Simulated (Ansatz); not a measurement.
Crystal: VW2C3.

```
W V C
1.0
    -1.52449    2.16193    4.58503
     1.52449   -2.16193    4.58503
     1.52449    2.16193   -4.58503
W V C
2 1 3
Direct
  0.83402 0.33402 0.50000
  0.16598 0.66598 0.50000
  0.50000 0.00000 0.50000
  0.33904 0.33904 0.00000
  0.66096 0.66096 0.00000
  0.00000 0.00000 0.00000
```

The cell comes from a database or a generator and needn't be the stable form of this composition.

```yaml
Program: Ansatz 0.2.0
Task: relaxation of cell and atoms
Functional: PBEsol
Potentials_or_basis: Ansatz PAW
Cutoff: "420 eV (not typed: the program's choice for these potentials)"
k_mesh: 11 × 11 × 11
Occupations: fermi-dirac, width 0.05 eV
Spin: collinear spin, ferromagnetic start
Starting_moments: "[0.0, 0.0, 2.0, 0.0, 0.0, 0.0] μB"
```

At the start: volume 10.07 Å³/atom.

Where does the relaxation end?

It ends after 8 steps and the volume is 9.79 Å³/atom (-2.9 %); space group Immm (No. 71, to 0.05 Å); moment 0.00 μB per cell.

The path:
```tsv
step	energy change (eV)	largest force (eV/Å)	volume (Å³)
1	0.0000	0.0575	60.45
2	-0.0555	0.1602	58.35
3	-0.0591	0.0478	58.76
4	-0.0594	0.0237	58.72
5	-0.0594	0.0005	58.72
6	-0.0562	0.0005	58.72
7	-0.0562	0.0001	58.71
8	-0.0562	0.0001	58.71
```

Final structure:
```
W V C
1.0
    -1.51145    2.13890    4.54041
     1.51145   -2.13890    4.54041
     1.51145    2.13890   -4.54041
W V C
2 1 3
Direct
  0.83307 0.33307 0.50000
  0.16693 0.66693 0.50000
  0.50000 0.00000 0.50000
  0.33965 0.33965 0.00000
  0.66035 0.66035 0.00000
  0.00000 0.00000 0.00000
```

Caveat: the plane-wave basis is chosen anew once the cell has moved, so the energies of steps on either side of that aren't comparable; the pressure holds a Pulay correction of +0.3 GPa for the finite cutoff; the PAW data sets come from PBE, with cores solved anew for the run's functional, which leaves a small shift of forces and pressure; the starting moments weren't kept.
